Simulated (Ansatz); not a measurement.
# VN2: how settings move the results

The task here is to estimate one member of a computed series from the others.

Computed with Ansatz 0.2.0 (DFT PBEsol, scalar-relativistic, plane waves, PAW, unless a step's input says otherwise).

4 further runs of the same task are left out: 3 for a known fault of the program, 1 set aside as unsound or not needed.

### The system as given

It takes space group I4/mcm (No. 140, tetragonal). Conventional cell: a = 4.301 Å, b = 4.301 Å, c = 4.983 Å, α = 90.00°, β = 90.00°, γ = 90.00°. V (site symmetry 422) is surrounded by 8 N at 2.13 Å. N (site symmetry m2m) is surrounded by 1 N at 1.40 Å.

As a file:

```
V N
1.0
    -2.15075    2.15075    2.49135
     2.15075   -2.15075    2.49135
     2.15075    2.15075   -2.49135
V N
2 4
Cartesian
  0.0000 0.0000 1.2457
  0.0000 0.0000 3.7370
  2.6459 0.4951 0.0000
  1.6556 0.4951 2.4914
  -0.4951 1.6556 2.4914
  0.4951 1.6556 0.0000
```

Source of the structure: the Crystallography Open Database. It is taken as it stands there.

### The base input

The input, input.yaml:

```yaml
crystal:
  lattice:
    - [-2.15075, 2.15075, 2.49135]
    - [2.15075, -2.15075, 2.49135]
    - [2.15075, 2.15075, -2.49135]
  atoms:
    - { symbol: V, position: [0.25, 0.25, 0.0] }
    - { symbol: V, position: [0.75, 0.75, 0.0] }
    - { symbol: "N", position: [0.1151, 0.6151, 0.7302] }
    - { symbol: "N", position: [0.6151, 0.8849, 0.5] }
    - { symbol: "N", position: [0.8849, 0.3849, 0.2698] }
    - { symbol: "N", position: [0.3849, 0.1151, 0.5] }
basis:
  ecutwfc: 420
kpoints:
  mp_grid: { grid: [12, 12, 12] }
hamiltonian:
  xc: pbesol
scf:
  occupations: { method: gaussian, width: 0.1 }
output:
  forces: true
  stress: true
  eigenvalues: true
  populations: true
  write_density: true
  write_potential: true
  elf: true
  volumetric_format: npy
```

It was run beforehand and gave: -1214.6234 eV/atom at zero smearing, pressure -11.60 GPa, largest force 0.460 eV/Å, no gap on the mesh, in 6 SCF cycles and 20 s.

Set-up of the first run:

The input, input.yaml:

```yaml
crystal:
  lattice:
    - [-2.15075, 2.15075, 2.49135]
    - [2.15075, -2.15075, 2.49135]
    - [2.15075, 2.15075, -2.49135]
  atoms:
    - { symbol: V, position: [0.25, 0.25, 0.0] }
    - { symbol: V, position: [0.75, 0.75, 0.0] }
    - { symbol: "N", position: [0.1151, 0.6151, 0.7302] }
    - { symbol: "N", position: [0.6151, 0.8849, 0.5] }
    - { symbol: "N", position: [0.8849, 0.3849, 0.2698] }
    - { symbol: "N", position: [0.3849, 0.1151, 0.5] }
basis:
  ecutwfc: 420
kpoints:
  mp_grid: { grid: [1, 1, 1] }
hamiltonian:
  xc: pbesol
scf:
  occupations: { method: gaussian, width: 0.1 }
output:
  forces: true
  stress: true
  eigenvalues: true
```

Run with:

```sh
$ ansatz run input.yaml --threads 1 --pin off --max-ram 2560MiB --backend cpu --events-out ev --progress --plain --runs-dir out
```

Among the steps run: K-point mesh: 1×1×1; K-point mesh set to 2×2×2; K-point mesh set to 4×4×4; K-point mesh set to 6×6×6; K-point mesh set to 8×8×8; K-point mesh: 10×10×10; K-point mesh set to 14×14×14; K-point mesh set to 16×16×16; K-point mesh set to 18×18×18.

One of the session's tables, all rows but one given; the rest of the session is left out.

| mesh | ΔE (meV/atom) | pressure (GPa) | largest change of a force component (eV/Å) |
| --- | --- | --- | --- |
| 1×1×1 | 37.0 | -12.63 | 0.456 |
| 2×2×2 | 104 | -8.32 | 0.227 |
| 4×4×4 | 4.41 | -11.64 | 0.038 |
| 6×6×6 | ? | ? | ? |
| 8×8×8 | -0.30 | -11.64 | 0.013 |
| 10×10×10 | -0.41 | -11.61 | 0.002 |
| 12×12×12 | -0.16 | -11.60 | 0.001 |
| 14×14×14 | -0.07 | -11.60 | 0.001 |
| 16×16×16 | -0.01 | -11.60 | 0.001 |
| 18×18×18 | 0.00 | -11.60 | 0.000 |

Estimate the missing values for 6×6×6.

As computed: ΔE (meV/atom): -0.30; pressure (GPa): -11.61; largest change of a force component (eV/Å): 0.023.

Limits of these values: The error changes sign along the series, since a k mesh isn't variational, and a metal needs dense meshes to resolve its Fermi surface. The listed cell is far from this method's equilibrium (-11.6 GPa, forces up to 0.46 eV/Å), so its values are not those of the relaxed crystal.
